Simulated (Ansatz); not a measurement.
# ClCu: the cost of one run

All numbers are computed with the Python package of Ansatz 0.2.0. The levels of theory stand in the script.

## (1) Starting point

Bond lengths: Cl1–Cu2 2.388 Å.

No structure file is read: the coordinates are typed or built in the script.

## (2) Script

Contents of x2c_clcu.py:

```python
'''Scalar relativity in ClCu.'''

import warnings

import ansatz
import numpy as np

GEOMETRY = '''
Cl    1.03100   -0.39250    0.51310
Cu   -1.00150    0.33230   -0.50910
'''

warnings.simplefilter('ignore', ansatz.DeckWarning)

clcu = ansatz.Crystal.molecule()
for line in GEOMETRY.strip().splitlines():
    symbol, *xyz = line.split()
    clcu = clcu.atom(symbol, [float(v) for v in xyz])

job = clcu.calculation().functional('HF').forces()
# a set contracted for a scalar-relativistic Hamiltonian goes with the relativistic run
sets = {'none': 'cc-pVTZ', 'scalar': 'cc-pVTZ-DK'}
found = {kind: job.basis(gaussian=basis).pseudopotentials(relativity=kind).run(threads=1, backend='cpu').report for kind, basis in sets.items()}
for kind, each in found.items():
    dipole = 4.803205 * np.linalg.norm(each['charge_distribution']['dipole_moment_e_ang'])
    print(f'{kind:7s} E = {each["free_energy_ev"]:.4f} eV  dipole {dipole:.3f} D  largest force {np.abs(each["forces_ev_ang"]).max():.4f} eV/A')
print(f'relativity lowers the total energy by {found["none"]["free_energy_ev"] - found["scalar"]["free_energy_ev"]:.3f} eV')
```

## (3) The run

On the command line:

```bash
$ python x2c_clcu.py
```

**Question.** How long does this script take on 1 thread of Intel Xeon 6975P-C (Granite Rapids), shared host, and how much memory does it need?

About 3.8 s, with a peak of 0.24 GiB.
